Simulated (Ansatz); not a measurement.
# C2H5FOSi: one species, many methods

How much do the methods differ for C2H5FOSi? The plan is to run it at one geometry with functionals of several rungs and with coupled cluster, and see how far each lands from CCSD(T) at the basis-set limit for the atomisation energy.

Method: functionals in def2-TZVPP, the program's frozen cores in correlated methods; program: Ansatz 0.2.0, Gaussian basis.

Levels to be run: PBE-D4, r2SCAN-D4, PBE0-D4, B3LYP-D4, ωB97X-V, ωB97M-V, B2PLYP; CCSD(T)/def2-TZVPP; MP2/def2-QZVPP; extrapolation to the limit.

## 1. Structure used throughout

All runs share one geometry, relaxed beforehand with PBE0-D4 in a triple-zeta def2 set.

SMILES `F[SiH2]C1CO1`, 10 atoms, charge 0, spin multiplicity 1.

Atoms are counted from 1 here; the program's logs count them from 0.

Bond lengths: F1–Si2 1.602 Å, Si2–C3 1.863 Å, Si2–H6 1.482 Å, Si2–H7 1.482 Å, C3–C4 1.468 Å, C3–O5 1.441 Å, C3–H8 1.090 Å, C4–O5 1.408 Å, C4–H9 1.087 Å, C4–H10 1.088 Å. Angles: F1–Si2–C3 109.7°, F1–Si2–H6 107.5°, F1–Si2–H7 108.8°, C3–Si2–H6 111.1°, C3–Si2–H7 108.4°, H6–Si2–H7 111.3°, Si2–C3–C4 120.0°, Si2–C3–O5 111.4°, Si2–C3–H8 120.4°, C4–C3–O5 57.9°, C4–C3–H8 116.3°, O5–C3–H8 113.6°, C3–C4–O5 60.1°, C3–C4–H9 118.5°, C3–C4–H10 119.9°, O5–C4–H9 115.1°, O5–C4–H10 115.6°, H9–C4–H10 115.6° and more.

## 2. PBE-D4 (GGA)

in.yaml reads:

```yaml
crystal:
  periodic: [false, false, false]
  atoms:
    - {symbol: F, position_ang: [-1.764120, 0.562243, 1.710131]}
    - {symbol: Si, position_ang: [-0.395023, 0.940353, 0.969371]}
    - {symbol: C, position_ang: [-0.263159, -0.006601, -0.629968]}
    - {symbol: C, position_ang: [0.619177, -1.175946, -0.720540]}
    - {symbol: O, position_ang: [1.064708, 0.077339, -1.183709]}
    - {symbol: H, position_ang: [-0.410012, 2.401468, 0.723143]}
    - {symbol: H, position_ang: [0.741384, 0.551156, 1.837475]}
    - {symbol: H, position_ang: [-1.052263, 0.062427, -1.378291]}
    - {symbol: H, position_ang: [0.426407, -1.912800, -1.496111]}
    - {symbol: H, position_ang: [1.116099, -1.550838, 0.171498]}
basis:
  gaussian: {orbitals: def2-TZVPP}
hamiltonian: {xc: pbe, dispersion: d4}
output: {forces: true, orbitals: {seedname: orbitals}}
```

The run is started by

```
> ansatz run in.yaml --threads 4 --pin off --events-out ev --progress --plain --max-ram 10444MiB
```

The runs that follow: r2SCAN-D4 (meta-GGA); PBE0-D4 (hybrid); B3LYP-D4 (hybrid); ωB97X-V (range-separated); ωB97M-V (range-separated); B2PLYP (double hybrid); CCSD(T) in def2-TZVPP; MP2 in def2-QZVPP.

**Question.** What will the summary of the whole plan be? Wanted: atomisation energy, CCSD(T)/CBS; farthest; mean size of error, hybrid; mean size of error, range-separated; gap, smallest and largest; T1 diagnostic; triples share of the correlation energy.

As calculated:

```
                               quantity                                 value
        atomisation energy, CCSD(T)/CBS                        918.2 kcal/mol
functionals within 4.6 kcal/mol (0.5 %)  r2SCAN-D4, PBE0-D4, ωB97X-V, ωB97M-V
                               farthest               PBE-D4 (+18.7 kcal/mol)
             mean size of error, hybrid                          3.2 kcal/mol
    mean size of error, range-separated                          2.2 kcal/mol
              gap, smallest and largest  5.47 eV (PBE-D4), 12.56 eV (ωB97X-V)
                          T1 diagnostic                                0.0118
triples share of the correlation energy                                 3.6 %
```

What this shows: PBE-D4 misses by +18.7 kcal/mol. Double hybrids carry the basis error of their MP2 part in triple zeta, and no dispersion term here, so their miss is partly the set-up's. The reference freezes the cores and leaves out relativity and excitations past (T), so misses under about 4.6 kcal/mol can't be ranked. Hartree-Fock recovers 72 % of the binding; the rest is correlation. Orbital gaps span 5.5 to 12.6 eV; exact exchange widens them.
